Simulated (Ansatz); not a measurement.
# InH₃Se: one species, many methods

How much do the methods differ for InH₃Se? The plan is to run it at one geometry with functionals of several rungs and with coupled cluster. The yardstick is the atomisation energy at the CCSD(T) limit.

Method: functionals in def2-TZVPP, the program's frozen cores in correlated methods; program: Ansatz 0.2.0, Gaussian basis.

Plan: LDA (SPW92), PBE-D4, revPBE-D4, BLYP-D4, r2SCAN-D4, B97M-V, PBE0-D4, B3LYP-D4, r2SCANh-D4, r2SCAN0-D4, HSE06-D4, BHLYP-D4, CAM-B3LYP-D4, LC-ωPBE, ωB97X-V, ωB97M-V, B2PLYP, PBE-QIDH; CCSD(T)/def2-SVP; CCSD(T)/def2-TZVPP; CCSD(T)/def2-QZVPP; extrapolation to the limit; RPA on PBE.

## Step 1: The geometry

An earlier PBE0-D4 in a triple-zeta def2 set relaxation fixed the geometry. In takes the def2 core potential; no spin-orbit term is included.

5 atoms, charge 0, spin multiplicity 1.

Atoms are counted from 1 here; the program's logs count them from 0.

Bond lengths: Se1–In2 2.508 Å, Se1–H3 1.468 Å, In2–H4 1.712 Å, In2–H5 1.712 Å. Angles: In2–Se1–H3 92.9°, Se1–In2–H4 116.6°, Se1–In2–H5 114.2°, H4–In2–H5 129.2°.

## Step 2: LDA

This LDA is Slater exchange with PW92 correlation.

Contents of in.yaml:

```yaml
crystal:
  periodic: [false, false, false]
  atoms:
    - {symbol: Se, position_ang: [1.132897, -1.027947, 0.979441]}
    - {symbol: In, position_ang: [-0.155080, 0.668632, -0.343904]}
    - {symbol: H, position_ang: [0.114222, -2.066860, 0.780989]}
    - {symbol: H, position_ang: [-1.652687, 0.157056, -0.997488]}
    - {symbol: H, position_ang: [0.610647, 2.195519, -0.460538]}
basis:
  gaussian: {orbitals: def2-TZVPP}
hamiltonian: {xc: lda}
output: {orbitals: {seedname: orbitals}}
```

The run is started by

```sh
> ansatz run in.yaml --threads 2 --pin off --events-out ev --progress --plain --max-ram 32768MiB --backend cpu
```

Further steps of the session: PBE-D4 (GGA); revPBE-D4 (GGA); BLYP-D4 (GGA); r2SCAN-D4 (meta-GGA); B97M-V (meta-GGA); B3LYP-D4 (hybrid); r2SCANh-D4 (hybrid); r2SCAN0-D4 (hybrid); HSE06-D4 (hybrid); BHLYP-D4 (hybrid); CAM-B3LYP-D4 (range-separated); LC-ωPBE (range-separated); ωB97X-V (range-separated); ωB97M-V (range-separated); B2PLYP (double hybrid); PBE-QIDH (double hybrid); CCSD(T) in def2-SVP; CCSD(T) in def2-TZVPP; CCSD(T) in def2-QZVPP; RPA on PBE orbitals.

Q: Predict the results of all the runs planned. Wanted: atomisation energy, CCSD(T)/CBS; farthest beyond LDA; mean size of error, GGA; mean size of error, meta-GGA; mean size of error, hybrid; mean size of error, range-separated; mean size of error, double hybrid; gap, smallest and largest; T1 diagnostic.

The runs gave:

```
                               quantity                                 value
        atomisation energy, CCSD(T)/CBS                             11.217 eV
    functionals within 0.112 eV (1.0 %)            r2SCAN-D4, B97M-V, ωB97X-V
                    farthest beyond LDA                 revPBE-D4 (-0.596 eV)
                mean size of error, GGA                              0.458 eV
           mean size of error, meta-GGA                              0.055 eV
             mean size of error, hybrid                              0.312 eV
    mean size of error, range-separated                              0.185 eV
      mean size of error, double hybrid                              0.401 eV
              gap, smallest and largest  3.50 eV (BLYP-D4), 9.79 eV (LC-ωPBE)
                          T1 diagnostic                                0.0126
triples share of the correlation energy                                 3.1 %
```

**Reading.** LDA overbinds by 1.451 eV (13 %). PBE-D4 misses by -0.306 eV. Double hybrids carry the basis error of their MP2 part in triple zeta, and no dispersion term here, so their miss is partly the set-up's. By mean error the best rung here is meta-GGA (0.055 eV) and the worst beyond LDA is GGA (0.458 eV). The reference freezes the cores and leaves out spin-orbit coupling and excitations past (T), and its outer-core shells are covered unevenly, so misses under about 0.112 eV can't be ranked. All levels share the lack of spin-orbit coupling, which lowers the free heavy atoms and so the true binding. Hartree-Fock recovers 69 % of the binding; the rest is correlation. CCSD(T) in def2-SVP is off by -0.976 eV, more than most functionals: a good method in a small basis is no reference. The gap grows from 3.5 to 9.8 eV across the functionals, mostly with the share of exact exchange. Correlated methods include outer-core shells of In, Se, which these sets cover unevenly.
